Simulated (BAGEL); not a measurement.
**A workflow on C3H12GaN (SMILES C[Ga-](C)(C)[NH3+])**

Wanted: a single-point energy (HF/cc-pVDZ), then the energy (NEVPT2(2,2)/cc-pVDZ) of C3H12GaN. 

The results are computed with BAGEL 1.2.2.

## 1. The structure to begin with

C3H12GaN has 17 atoms, charge 0, and is taken as a singlet. As SMILES, `C[Ga-](C)(C)[NH3+]`. One bond was lengthened or shortened from a relaxed shape.

Bond lengths: C1–Ga2 1.995 Å, Ga2–C3 1.995 Å, Ga2–C4 1.995 Å, Ga2–N5 2.185 Å, C1–H6 1.094 Å, C1–H7 1.094 Å, C1–H8 1.094 Å, C3–H9 1.094 Å, C3–H10 1.094 Å, C3–H11 1.094 Å, C4–H12 1.094 Å, C4–H13 1.094 Å, C4–H14 1.094 Å, N5–H15 1.165 Å, N5–H16 1.013 Å, N5–H17 1.013 Å. Some angles: C1–Ga2–C3 117.9°, C1–Ga2–C4 117.9°, C1–Ga2–N5 98.5°, C3–Ga2–C4 117.9°, C3–Ga2–N5 98.5°, C4–Ga2–N5 98.5°, Ga2–C1–H6 110.3°, Ga2–C1–H7 112.2°, Ga2–C1–H8 112.2°, Ga2–C3–H9 112.2°.

## 2. The energy at HF/cc-pVDZ (density fitting with svp-jkfit) (run 1)

The input, job.json:

```json
{ "bagel": [

{
  "title": "molecule",
  "basis": "cc-pvdz.json",
  "df_basis": "svp-jkfit",
  "angstrom": false,
  "geometry": [
    { "atom": "C", "xyz": [ -1.45898006,  1.54777262, -3.62032597 ] },
    { "atom": "Ga", "xyz": [  0.20433798, -0.19822093, -0.72173176 ] },
    { "atom": "C", "xyz": [  3.74122498,  0.78764919,  0.13586375 ] },
    { "atom": "C", "xyz": [ -0.88756468, -3.71745789,  0.07809482 ] },
    { "atom": "N", "xyz": [ -1.73382183,  1.75384726,  2.35693445 ] },
    { "atom": "H", "xyz": [ -0.72780723,  0.82100285, -5.41242884 ] },
    { "atom": "H", "xyz": [ -1.10773667,  3.58563438, -3.61265368 ] },
    { "atom": "H", "xyz": [ -3.50523220,  1.25006517, -3.64370188 ] },
    { "atom": "H", "xyz": [  4.31109079,  0.11105165,  2.00504855 ] },
    { "atom": "H", "xyz": [  5.06512931, -0.02948729, -1.22575951 ] },
    { "atom": "H", "xyz": [  4.01737066,  2.83639577,  0.08410415 ] },
    { "atom": "H", "xyz": [ -0.24622942, -4.33065512,  1.94599461 ] },
    { "atom": "H", "xyz": [ -0.09340727, -5.04533065, -1.29324163 ] },
    { "atom": "H", "xyz": [ -2.94252845, -3.93592913,  0.00227901 ] },
    { "atom": "H", "xyz": [ -1.04739960,  1.00471069,  4.31082434 ] },
    { "atom": "H", "xyz": [ -3.62670380,  1.48484474,  2.24653665 ] },
    { "atom": "H", "xyz": [ -1.39395459,  3.63726170,  2.28741143 ] }
  ]
},
{ "title": "hf" },
{ "title": "print", "file": "orbitals.molden", "orbitals": true }

]}
```

The basis set cc-pVDZ is read from a file made from the Basis Set Exchange's data (not shown).

Started as:

```bash
$ BAGEL_NUM_THREADS=1 BAGEL job.json > job.out
```

What it wrote:

```text
* using 1 threads per process

  ===============================================================
  ===============================================================

  *** Geometry ***

  { "atom" : "C", "xyz" : [     -1.458980,      1.547773,     -3.620326 ] },
  { "atom" : "Ga", "xyz" : [      0.204338,     -0.198221,     -0.721732 ] },
  { "atom" : "C", "xyz" : [      3.741225,      0.787649,      0.135864 ] },
  { "atom" : "C", "xyz" : [     -0.887565,     -3.717458,      0.078095 ] },
  { "atom" : "N", "xyz" : [     -1.733822,      1.753847,      2.356934 ] },
  { "atom" : "H", "xyz" : [     -0.727807,      0.821003,     -5.412429 ] },
  { "atom" : "H", "xyz" : [     -1.107737,      3.585634,     -3.612654 ] },
  { "atom" : "H", "xyz" : [     -3.505232,      1.250065,     -3.643702 ] },
  { "atom" : "H", "xyz" : [      4.311091,      0.111052,      2.005049 ] },
  { "atom" : "H", "xyz" : [      5.065129,     -0.029487,     -1.225760 ] },
  { "atom" : "H", "xyz" : [      4.017371,      2.836396,      0.084104 ] },
  { "atom" : "H", "xyz" : [     -0.246229,     -4.330655,      1.945995 ] },
  { "atom" : "H", "xyz" : [     -0.093407,     -5.045331,     -1.293242 ] },
  { "atom" : "H", "xyz" : [     -2.942528,     -3.935929,      0.002279 ] },
  { "atom" : "H", "xyz" : [     -1.047400,      1.004711,      4.310824 ] },
  { "atom" : "H", "xyz" : [     -3.626704,      1.484845,      2.246537 ] },
  { "atom" : "H", "xyz" : [     -1.393955,      3.637262,      2.287411 ] },

  Number of auxiliary basis functions:      784

  Since a DF basis is specified, we compute 2- and 3-index integrals:
    o Being stored without compression. Storage requirement is 0.128 GB

  Number of basis functions:      143
  Number of electrons      :       68

    * METHOD: MOLECULE                             0.88

  *** RHF ***

  === Nuclear Repulsion ===
   392.3561022003

      * DIIS with orbital gradients will be used.

  === RHF iteration (cc-pvdz.json) ===
      0      -2097.91396718          0.01382406           0.38
      1      -2098.19946392          0.00666359           0.38
      2      -2098.26558066          0.00116775           0.38
      3      -2098.26830947          0.00034530           0.38
      4      -2098.26851287          0.00006768           0.37
      5      -2098.26852262          0.00001120           0.37
      6      -2098.26852307          0.00000298           0.37
      7      -2098.26852310          0.00000081           0.37
      8      -2098.26852310          0.00000027           0.38
      9      -2098.26852310          0.00000008           0.38
     10      -2098.26852310          0.00000002           0.38
     11      -2098.26852310          0.00000001           0.38
    * SCF iteration converged.

    * Permanent dipole moment:
           (    0.846643,    -0.851737,    -1.396157) a.u.

    * METHOD: HF                                   5.22

    * METHOD: PRINT                                0.04

  ===============================================================
```

Run time: 6.3 s. Hardware: 1 thread of Arm Neoverse V2, shared host; peak memory 0.38 GiB.

## 3. A single-point energy at NEVPT2(2,2)/cc-pVDZ (density fitting with svp-jkfit) (run 2)

The input, input.json:

```json
{ "bagel" : [

{
  "title" : "molecule",
  "basis" : "cc-pvdz.json",
  "df_basis" : "svp-jkfit",
  "angstrom" : false,
  "geometry" : [
    { "atom" : "C", "xyz" : [ -1.45898006,  1.54777262, -3.62032597 ] },
    { "atom" : "Ga", "xyz" : [  0.20433798, -0.19822093, -0.72173176 ] },
    { "atom" : "C", "xyz" : [  3.74122498,  0.78764919,  0.13586375 ] },
    { "atom" : "C", "xyz" : [ -0.88756468, -3.71745789,  0.07809482 ] },
    { "atom" : "N", "xyz" : [ -1.73382183,  1.75384726,  2.35693445 ] },
    { "atom" : "H", "xyz" : [ -0.72780723,  0.82100285, -5.41242884 ] },
    { "atom" : "H", "xyz" : [ -1.10773667,  3.58563438, -3.61265368 ] },
    { "atom" : "H", "xyz" : [ -3.50523220,  1.25006517, -3.64370188 ] },
    { "atom" : "H", "xyz" : [  4.31109079,  0.11105165,  2.00504855 ] },
    { "atom" : "H", "xyz" : [  5.06512931, -0.02948729, -1.22575951 ] },
    { "atom" : "H", "xyz" : [  4.01737066,  2.83639577,  0.08410415 ] },
    { "atom" : "H", "xyz" : [ -0.24622942, -4.33065512,  1.94599461 ] },
    { "atom" : "H", "xyz" : [ -0.09340727, -5.04533065, -1.29324163 ] },
    { "atom" : "H", "xyz" : [ -2.94252845, -3.93592913,  0.00227901 ] },
    { "atom" : "H", "xyz" : [ -1.04739960,  1.00471069,  4.31082434 ] },
    { "atom" : "H", "xyz" : [ -3.62670380,  1.48484474,  2.24653665 ] },
    { "atom" : "H", "xyz" : [ -1.39395459,  3.63726170,  2.28741143 ] }
  ]
},
{ "title" : "hf" },
{
  "title" : "nevpt2",
  "nstate" : 1,
  "nact" : 2,
  "nclosed" : 33,
  "nspin" : 0,
  "active" : [24, 35],
  "maxiter" : 200,
  "natocc" : true,
  "ncore" : 13
},
{ "title" : "print", "file" : "orbitals.molden", "orbitals" : true }

]}
```

The basis set cc-pVDZ is read from a file made from the Basis Set Exchange's data (not shown).

Started as:

```bash
$ BAGEL_NUM_THREADS=1 BAGEL input.json > input.out
```

What it wrote:

```text
* using 1 threads per process

  ===============================================================
  ===============================================================

  *** Geometry ***

  { "atom" : "C", "xyz" : [     -1.458980,      1.547773,     -3.620326 ] },
  { "atom" : "Ga", "xyz" : [      0.204338,     -0.198221,     -0.721732 ] },
  { "atom" : "C", "xyz" : [      3.741225,      0.787649,      0.135864 ] },
  { "atom" : "C", "xyz" : [     -0.887565,     -3.717458,      0.078095 ] },
  { "atom" : "N", "xyz" : [     -1.733822,      1.753847,      2.356934 ] },
  { "atom" : "H", "xyz" : [     -0.727807,      0.821003,     -5.412429 ] },
  { "atom" : "H", "xyz" : [     -1.107737,      3.585634,     -3.612654 ] },
  { "atom" : "H", "xyz" : [     -3.505232,      1.250065,     -3.643702 ] },
  { "atom" : "H", "xyz" : [      4.311091,      0.111052,      2.005049 ] },
  { "atom" : "H", "xyz" : [      5.065129,     -0.029487,     -1.225760 ] },
  { "atom" : "H", "xyz" : [      4.017371,      2.836396,      0.084104 ] },
  { "atom" : "H", "xyz" : [     -0.246229,     -4.330655,      1.945995 ] },
  { "atom" : "H", "xyz" : [     -0.093407,     -5.045331,     -1.293242 ] },
  { "atom" : "H", "xyz" : [     -2.942528,     -3.935929,      0.002279 ] },
  { "atom" : "H", "xyz" : [     -1.047400,      1.004711,      4.310824 ] },
  { "atom" : "H", "xyz" : [     -3.626704,      1.484845,      2.246537 ] },
  { "atom" : "H", "xyz" : [     -1.393955,      3.637262,      2.287411 ] },

  Number of auxiliary basis functions:      784

  Since a DF basis is specified, we compute 2- and 3-index integrals:
    o Being stored without compression. Storage requirement is 0.128 GB

  Number of basis functions:      143
  Number of electrons      :       68

    * METHOD: MOLECULE                             0.88

  *** RHF ***

  === Nuclear Repulsion ===
   392.3561022003

      * DIIS with orbital gradients will be used.

  === RHF iteration (cc-pvdz.json) ===
      0      -2097.91396718          0.01382406           0.38
      1      -2098.19946392          0.00666359           0.37
      2      -2098.26558066          0.00116775           0.37
      3      -2098.26830947          0.00034530           0.38
      4      -2098.26851287          0.00006768           0.38
      5      -2098.26852262          0.00001120           0.38
      6      -2098.26852307          0.00000298           0.37
      7      -2098.26852310          0.00000081           0.38
      8      -2098.26852310          0.00000027           0.37
      9      -2098.26852310          0.00000008           0.37
     10      -2098.26852310          0.00000002           0.38
     11      -2098.26852310          0.00000001           0.37
    * SCF iteration converged.

    * Permanent dipole moment:
           (    0.846643,    -0.851737,    -1.396157) a.u.

    * METHOD: HF                                   5.21

    * freezing 13 orbitals
  ---------------------------
      CASSCF calculation
  ---------------------------

    ==== Active orbitals : =====
         Orbital 24
         Orbital 35
    ============================

    * nstate   :      1
    * nclosed  :     33
    * nact     :      2
    * nvirt    :    108
  === CASSCF iteration (cc-pvdz.json) ===

    * Using the second-order algorithm

      0  0     -2098.26893045     6.23e-05      0.08

      1  0     -2098.27455764     5.11e-04      1.66

      2  0     -2098.28722308     5.10e-04      1.62

      3  0     -2098.29134576     1.66e-04      1.96

      4  0     -2098.29150099     5.89e-05      1.94

      5  0     -2098.29150631     1.90e-05      2.10

      6  0     -2098.29150655     5.91e-06      2.07

      7  0     -2098.29150657     1.78e-06      2.19

      8  0     -2098.29150657     5.28e-07      2.16

      9  0     -2098.29150657     1.55e-07      2.06

     10  0     -2098.29150657     4.56e-08      1.94

     11  0     -2098.29150657     1.33e-08      1.75

     12  0     -2098.29150657     3.89e-09      1.62

    * Second-order optimization converged. *

     guess   0:   closed 1.                   open ..

  === FCI iteration ===

      0  0     -2098.26811236     9.40e-02      0.00
      1  0     -2098.29147446     2.73e-03      0.00
      2  0 *   -2098.29150657     3.34e-16      0.00

     * ci vector, state   0, <S^2> = 0.0000
       2.     0.9923472764
       .2    -0.1234782696

  === DF-NEVPT2 calculation ===

    * 3-index integral transformation done
    * assembly done

      NEVPT2 correlation energy:   -0.7121719339      0.99

          (+0)     -0.6446803523
          (+0)'    -0.0251207213
          (+1)     -0.0046554204
          (+1)'    -0.0000000000
          (+2)     -0.0003409175
          (-1)     -0.0300265424
          (-1)'     0.0000000000
          (-2)     -0.0073479800

      NEVPT2 total energy:       -2099.0036785046

    * METHOD: NEVPT2                              25.61

    * METHOD: PRINT                                0.04

  ===============================================================
```

It took 32 s on 1 thread of Arm Neoverse V2, shared host; peak memory 0.38 GiB.

## 4. Outcome

| quantity | value |
| --- | --- |
| run 1, HF/cc-pVDZ: total energy | -2098.26852 Eh |
| run 1, HF/cc-pVDZ: dipole moment | 4.68 D |
| run 1, HF/cc-pVDZ: HOMO energy | -9.54 eV |
| run 1, HF/cc-pVDZ: LUMO energy | 3.39 eV |
| run 1, HF/cc-pVDZ: HOMO–LUMO gap | 12.93 eV |
| run 2, NEVPT2(2,2)/cc-pVDZ: total energy | -2099.00368 Eh |
